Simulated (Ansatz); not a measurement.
# C2H8BNS: the cost of one run

Program: Ansatz 0.2.0, Gaussian basis. Level of theory: the settings change from run to run. These are calculated values, not measurements.

## 1. The relaxed structure

The geometry comes from an earlier relaxation with PBE0-D4 in a triple-zeta def2 set; it is a stationary point, not always the lowest conformer.

13 atoms, charge 0, spin multiplicity 1.

Atoms are counted from 1 here; the program's logs count them from 0.

Bond lengths: C1–N2 1.441 Å, C1–H6 1.088 Å, C1–H7 1.096 Å, C1–H8 1.096 Å, N2–C3 1.446 Å, N2–B4 1.394 Å, C3–H9 1.088 Å, C3–H10 1.097 Å, C3–H11 1.097 Å, B4–S5 1.812 Å, B4–H12 1.196 Å, S5–H13 1.342 Å. Angles: N2–C1–H6 111.3°, N2–C1–H7 110.9°, N2–C1–H8 110.7°, H6–C1–H7 108.2°, H6–C1–H8 108.0°, H7–C1–H8 107.7°, C1–N2–C3 112.5°, C1–N2–B4 126.6°, C3–N2–B4 120.9°, N2–C3–H9 110.0°, N2–C3–H10 110.9°, N2–C3–H11 110.9°, H9–C3–H10 108.7°, H9–C3–H11 108.7°, H10–C3–H11 107.7°, N2–B4–S5 128.7°, N2–B4–H12 118.5°, S5–B4–H12 112.8° and more.

## 2. PBE0/ANO-RCC-VTZP

This run has a point charge of 0.50 e beside it.

in.yaml reads:

```yaml
crystal:
  periodic: [false, false, false]
  atoms:
    - {symbol: C, position_ang: [-1.023472, 0.136199, -0.765798]}
    - {symbol: N, position_ang: [0.119303, -0.128280, 0.070833]}
    - {symbol: C, position_ang: [0.513891, -1.519455, 0.044019]}
    - {symbol: B, position_ang: [0.819679, 0.799835, 0.838991]}
    - {symbol: S, position_ang: [0.524428, 2.578812, 1.015610]}
    - {symbol: H, position_ang: [-1.323888, 1.179970, -0.706541]}
    - {symbol: H, position_ang: [-0.802723, -0.096664, -1.814147]}
    - {symbol: H, position_ang: [-1.877274, -0.479625, -0.460253]}
    - {symbol: H, position_ang: [1.377503, -1.673793, 0.688183]}
    - {symbol: H, position_ang: [0.775162, -1.832202, -0.974098]}
    - {symbol: H, position_ang: [-0.302917, -2.163780, 0.390662]}
    - {symbol: H, position_ang: [1.749831, 0.418430, 1.486586]}
    - {symbol: H, position_ang: [-0.529123, 2.745751, 0.200655]}
basis:
  gaussian: {orbitals: ANO-RCC-VTZP, point_charges: [{charge: 0.50, position_ang: [5.683, -0.312, 0.247]}]}
hamiltonian: {xc: {name: PBE0}}
```

The run is started by

```sh
$ ansatz run in.yaml --threads 4 --pin off --events-out ev --progress --plain --max-ram 10444MiB
```

**Question.** How long does this run take on 4 threads of Intel Xeon Platinum 8488C, shared host, and how much memory does it need?

About 4.3 s, with a peak of 0.74 GiB.
